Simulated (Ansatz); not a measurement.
# GaHOF+ (singlet): wave-function methods side by side, cc-pVDZ

One table from this session's results is given with a row withheld; the runs are named, their logs left out.

Program: Ansatz 0.2.0, Gaussian basis. Level of theory: cc-pVDZ, core rule «outside noble gas», up to 16 orbitals frozen. These are calculated values, not measurements.

Plan: UHF; CCSD(T) on RHF; CCSD(T) on UHF; BCCD(T) on RHF; CISD; CCSDT(Q) on RHF; CCSDT(Q) on UHF.

23 further runs of the same task are left out: 5 for a known fault of the program, 5 that didn't finish, 13 set aside as unsound or not needed. Runs told in other sessions of the task aren't counted.

### What is computed

The geometry is a PBE0/def2-TZVP stationary point (not a proven minimum) of the parent state, kept for this charge and spin. No spin-orbit coupling is included. The filled d shell of Ga may be among the frozen orbitals whatever the setting's name suggests.

4 atoms, charge 1, spin multiplicity 1.

Atoms are counted from 1 here; the program's logs count them from 0.

Bond lengths: F1–Ga2 1.760 Å, Ga2–O3 1.795 Å, O3–H4 0.961 Å. Angles: F1–Ga2–O3 114.8°, Ga2–O3–H4 113.8°.

Set-up of the first run:

in.yaml

```yaml
crystal:
  periodic: [false, false, false]
  atoms:
    - {symbol: F, position_ang: [0.000000, -0.613878, 1.472476]}
    - {symbol: Ga, position_ang: [0.000000, 0.320760, -0.018355]}
    - {symbol: O, position_ang: [0.000000, -0.660347, -1.521903]}
    - {symbol: H, position_ang: [0.000000, -0.135382, -2.326935]}
basis:
  gaussian: {orbitals: cc-pVDZ}
total_charge: 1
magnetization: {spin_polarized: true, initial_magnetization: 0}
hamiltonian: {xc: hf}
output: {orbitals: {seedname: orbitals}}
```

On the command line:

```bash
$ ansatz run in.yaml --threads 1 --pin off --events-out ev --progress --plain --max-ram 2393MiB
```

Steps of the session up to this table: UHF; CCSD(T) on RHF; CCSD(T) on UHF; BCCD(T) on RHF; CISD; CCSDT(Q) on RHF; CCSDT(Q) on UHF.

One of the session's tables, all rows but one given; the rest of the session is left out.

| method | from RCCSDT(Q) (meV) |
| --- | --- |
| RHF | +12616.7 |
| UHF | +12597.0 |
| RMP2 | +464.7 |
| RCCSD | ? |
| RCCSD(T) | +78.0 |
| BCCD(T) | +72.3 |
| RCCSDT | +55.7 |
| RCCSDT(Q) | 0 |

Q: Estimate the row for RCCSD from the others.

As computed: from RCCSDT(Q) (meV): +419.6. In the column «from RCCSDT(Q) (meV)» it lies between RCCSD(T) (+78.0) and RMP2 (+464.7).

Not comparable, so not listed: CCSD(T) on UHF; CCSDT(Q) on UHF (they don't share determinant, frozen orbitals or solution with the rows shown, or repeat one).

Caveats from the session: Warnings: restricted reference is unstable; spin contamination; large T1 diagnostic.
